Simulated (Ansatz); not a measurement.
**BFH4SSi: rigid torsion scan, by script**

Computed with Ansatz 0.2.0 through its Python package. Level of theory: r2SCAN0/6-31G*.

## (1) The structure

Bond lengths: B1–Si2 1.876 Å, Si2–F3 1.662 Å, Si2–S4 2.118 Å, B1–H5 1.241 Å, B1–H6 1.199 Å, Si2–H7 1.491 Å, S4–H8 1.425 Å. Angles: B1–Si2–F3 108.2°, B1–Si2–S4 111.5°, B1–Si2–H7 110.5°, F3–Si2–S4 109.0°, F3–Si2–H7 109.3°, S4–Si2–H7 108.3°, Si2–B1–H5 120.6°, Si2–B1–H6 124.2°, H5–B1–H6 115.2°, Si2–S4–H8 90.9°.

No structure file is read: the coordinates are typed or built in the script.

## (2) The script

File torsion.py:

```python
# -*- coding: utf-8 -*-
"""Energy of BFH4SSi as one group turns about a bond."""

import ansatz as az
from ase import Atoms

atoms = Atoms(["B", "Si", "F", "S", "H", "H", "H", "H"], positions=[
    (-0.7984, 0.994, 0.2096),
    (0.7397, -0.0376, -0.0863),
    (1.3946, -0.4292, 1.3902),
    (0.2884, -1.8221, -1.1348),
    (-1.4741, 1.4085, -0.7455),
    (-1.1898, 1.324, 1.294),
    (1.7402, 0.7317, -0.8796),
    (-0.6086, -2.2265, -0.1035),
])

# relax first, so that the scan starts from a minimum
first = (
    az.Crystal.molecule_from_ase(atoms).calculation()
    .basis(gaussian="6-31G*")  # atom-centred Gaussian functions
    .functional("r2scan0")
    .relax(force_tolerance=0.02, max_steps=80)  # relax until forces (and stress) meet their tolerances
)
atoms.positions = first.run(threads=1).report["positions_ang"]

start = atoms.get_dihedral(0, 1, 3, 7)
energies = {}
for turn in range(0, 360, 40):
    turned = atoms.copy()
    turned.set_dihedral(0, 1, 3, 7, start + turn, indices=[3, 7])
    model = az.Crystal.molecule_from_ase(turned).calculation().basis(gaussian="6-31G*").functional("r2scan0")
    energies[round((start + turn) % 360)] = model.run(threads=1).report["free_energy_ev"]
floor = min(energies.values())
print("dihedral B0-Si1-S3-H7 (deg)   E - E(min) (eV)")
for angle, e in sorted(energies.items()):
    print(f"{angle:8d} {(e - floor):14.3f}  " + "#" * int(30 * (e - floor) / max(max(energies.values()) - floor, 1e-9)))
```

## (3) The input behind the calls

The package turns the script's settings into the engine's input (first run):

```yaml
crystal:
  periodic: [false, false, false]
  atoms:
    - { symbol: B, position_ang: [-0.7984, 0.994, 0.2096] }
    - { symbol: Si, position_ang: [0.7397, -0.0376, -0.0863] }
    - { symbol: F, position_ang: [1.3946, -0.4292, 1.3902] }
    - { symbol: S, position_ang: [0.2884, -1.8221, -1.1348] }
    - { symbol: H, position_ang: [-1.4741, 1.4085, -0.7455] }
    - { symbol: H, position_ang: [-1.1898, 1.324, 1.294] }
    - { symbol: H, position_ang: [1.7402, 0.7317, -0.8796] }
    - { symbol: H, position_ang: [-0.6086, -2.2265, -0.1035] }
basis:
  gaussian:
    orbitals: "6-31G*"
hamiltonian:
  xc: r2scan0
relax:
  f_tol: 0.02
  max_steps: 80
```

## (4) Running it

Command:

```bash
$ python torsion.py
```

Q: Estimate wall time and peak memory on 1 thread of Intel Xeon Platinum 8375C at 2.90GHz (Ice Lake), shared host.

About 94 s, with a peak of 0.25 GiB.
